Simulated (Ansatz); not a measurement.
# CH₈O₃Si₂: up Jacob's ladder to CCSD(T)

One table from this session's results is given with a row withheld; the runs are named, their logs left out.

Method: functionals in def2-TZVPP, the program's frozen cores in correlated methods; program: Ansatz 0.2.0, Gaussian basis.

Levels to be run: PBE-D4, r2SCAN-D4, PBE0-D4, B3LYP-D4, ωB97X-V, ωB97M-V, B2PLYP; CCSD(T)/def2-TZVPP; MP2/def2-QZVPP; extrapolation to the limit.

**The geometry**

All runs share one geometry, relaxed beforehand with PBE0-D4 in a triple-zeta def2 set.

SMILES `CO[SiH](O)[SiH2]O`, 14 atoms, charge 0, spin multiplicity 1.

Atoms are counted from 1 here; the program's logs count them from 0.

Bond lengths: C1–O2 1.408 Å, C1–H7 1.095 Å, C1–H8 1.091 Å, C1–H9 1.097 Å, O2–Si3 1.646 Å, Si3–O4 1.639 Å, Si3–Si5 2.345 Å, Si3–H10 1.496 Å, O4–H11 0.959 Å, Si5–O6 1.655 Å, Si5–H12 1.492 Å, Si5–H13 1.496 Å, O6–H14 0.958 Å. Angles: O2–C1–H7 111.3°, O2–C1–H8 108.4°, O2–C1–H9 111.7°, H7–C1–H8 108.4°, H7–C1–H9 108.4°, H8–C1–H9 108.5°, C1–O2–Si3 123.9°, O2–Si3–O4 108.6°, O2–Si3–Si5 110.7°, O2–Si3–H10 106.8°, O4–Si3–Si5 106.5°, O4–Si3–H10 111.6°, Si5–Si3–H10 112.5°, Si3–O4–H11 117.7°, Si3–Si5–O6 107.6°, Si3–Si5–H12 111.4°, Si3–Si5–H13 109.3°, O6–Si5–H12 111.5° and more.

Set-up of the first run:

in.yaml reads:

```yaml
crystal:
  periodic: [false, false, false]
  atoms:
    - {symbol: C, position_ang: [-0.126092, 0.874684, 2.236463]}
    - {symbol: O, position_ang: [-0.261581, -0.335800, 1.530627]}
    - {symbol: Si, position_ang: [0.522325, -0.669511, 0.122630]}
    - {symbol: O, position_ang: [0.589362, -2.295901, -0.066640]}
    - {symbol: Si, position_ang: [-0.675087, 0.166561, -1.712310]}
    - {symbol: O, position_ang: [0.342713, 0.165339, -3.017578]}
    - {symbol: H, position_ang: [-0.719128, 1.672576, 1.776812]}
    - {symbol: H, position_ang: [-0.486469, 0.721166, 3.255250]}
    - {symbol: H, position_ang: [0.919459, 1.202427, 2.282012]}
    - {symbol: H, position_ang: [1.889004, -0.070572, 0.236440]}
    - {symbol: H, position_ang: [1.062535, -2.803220, 0.595431]}
    - {symbol: H, position_ang: [-1.902196, -0.640436, -1.975446]}
    - {symbol: H, position_ang: [-1.142029, 1.554513, -1.406074]}
    - {symbol: H, position_ang: [-0.012808, 0.458163, -3.857617]}
basis:
  gaussian: {orbitals: def2-TZVPP}
hamiltonian: {xc: pbe, dispersion: d4}
output: {forces: true, orbitals: {seedname: orbitals}}
```

The run is started by

```sh
$ ansatz run in.yaml --threads 2 --pin off --events-out ev --progress --plain --max-ram 32768MiB --backend cuda --devices 0, --max-vram 18GiB
```

Steps of the session up to this table: PBE-D4 (GGA); r2SCAN-D4 (meta-GGA); PBE0-D4 (hybrid); B3LYP-D4 (hybrid); ωB97X-V (range-separated); ωB97M-V (range-separated); B2PLYP (double hybrid); CCSD(T) in def2-TZVPP; MP2 in def2-QZVPP.

One table of the session follows, with a row left open; its other results are not shown here.

```
            method  atomisation energy (kJ/mol)
            PBE-D4                       5185.4
         r2SCAN-D4                       5145.5
           PBE0-D4                       5092.6
          B3LYP-D4                       5129.6
           ωB97X-V                            ?
           ωB97M-V                       5154.1
            B2PLYP                       5082.1
     HF/def2-TZVPP                       3713.8
    MP2/def2-TZVPP                       5102.7
   CCSD/def2-TZVPP                       4946.6
CCSD(T)/def2-TZVPP                       5015.8
           MP2/CBS                       5255.4
       CCSD(T)/CBS                       5168.4
```

Estimate the missing values for ωB97X-V.

As computed: atomisation energy (kJ/mol): 5165.2. In the column «atomisation energy (kJ/mol)» it lies between ωB97M-V (5154.1) and CCSD(T)/CBS (5168.4).
